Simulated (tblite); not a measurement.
# C7H13BOS: the cost of one run

Computed with tblite 0.8.0 and PySCF 2.14.0, with density-fitted response routines of our own, on a single molecule in the gas phase. Atoms are numbered from 0 throughout.

## (1) Starting geometry

23 atoms, charge 0, multiplicity 1; geometry from: force field or distance geometry start.

Bonds of the start (Å): B0–O1 1.49, O1–C2 1.44, C2–C3 1.51, C3–C4 1.50, C4–C5 1.53, C5–C6 1.56, C6–C7 1.51, C7–C8 1.35, C8–S9 1.81, C5–O1 1.44, S9–C3 1.84, B0–H10 1.20, B0–H11 1.20, B0–H12 1.20, C2–H13 1.11, C2–H14 1.12, C3–H15 1.12, C4–H16 1.11, C4–H17 1.11, C5–H18 1.12, C6–H19 1.11, C6–H20 1.11, C7–H21 1.09, C8–H22 1.08.

## (2) Optimising the geometry with GFN2-xTB

The job: settings as JSON, then the geometry in Å.

```
{"job": {"kind": "relax", "xc": "GFN2-xTB", "basis": "xTB"}, "charge": 0, "multiplicity": 1}
B     -2.183900     0.728500    -0.727000
O     -0.753600     0.353000    -0.564500
C     -0.507200    -1.015200    -0.941900
C      0.280000    -1.689400     0.152500
C     -0.135200    -0.922800     1.379200
C     -0.326400     0.480100     0.806100
C      1.005000     1.292100     0.863900
C      1.849800     1.154900    -0.375300
C      2.280700    -0.024900    -0.869100
S      2.111000    -1.608300    -0.013000
H     -2.526900     0.573600    -1.863400
H     -2.903600     0.075500    -0.015400
H     -2.342300     1.887800    -0.455700
H      0.040800    -1.039000    -1.910600
H     -1.451600    -1.601300    -1.103300
H     -0.013500    -2.763900     0.275700
H     -1.111600    -1.301000     1.742400
H      0.597400    -0.988000     2.206200
H     -1.047700     1.016300     1.479900
H      0.751400     2.366400     0.982600
H      1.608700     1.027600     1.763000
H      2.016700     2.047500    -0.969300
H      2.757300    -0.022700    -1.833000
```

Started as:

```console
OMP_NUM_THREADS=1 python probes_run.py task.json out
```

This one command runs all jobs of the session in turn.

Q: Estimate the wall time and peak memory of this first job on 1 thread of Arm Neoverse V1, shared host.

About 1.3 s, with a peak of 0.18 GiB.
